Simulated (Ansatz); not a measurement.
# IO: the cost of one run

Program: Ansatz 0.2.0. Level of theory: the levels named in each step. These are calculated values, not measurements.

## 1. The system as given

Bond lengths: O1–I2 1.819 Å.

As a file:

```xyz
2

O     0.0000    0.0000    0.0000
I     0.0000    0.0000    1.8193
```

## 2. A rough first relaxation, PBE-D4/def2-SVP

This run stands in another session on the same molecule. It ended at:

```xyz
2

O     0.0000    0.0000   -0.0603
I     0.0000    0.0000    1.8796
```

## 3. Relaxation, HF/def2-SVP

Contents of input.yaml:

```yaml
crystal:
  periodic: [false, false, false]
  atoms:
    - { symbol: O, position_ang: [0.0, 0.0, -0.0602723] }
    - { symbol: I, position_ang: [0.0, 0.0, 1.8795723] }
magnetization:
  spin_polarized: true
  initial_magnetization: 1
basis:
  gaussian: { orbitals: def2-SVP }
hamiltonian:
  xc: hf
relax:
  f_tol: 0.002
  max_steps: 150
```

Launch:

```console
ansatz run input.yaml --threads 1 --pin off --max-ram 2560MiB --backend cpu --events-out ev --progress --plain --runs-dir out
```

**Question.** How long does this run take on 1 thread of Intel Xeon Platinum 8175M at 2.50GHz (Skylake/Cascade Lake), shared host, and how much memory does it need?

About 8.6 s, with a peak of 0.12 GiB.
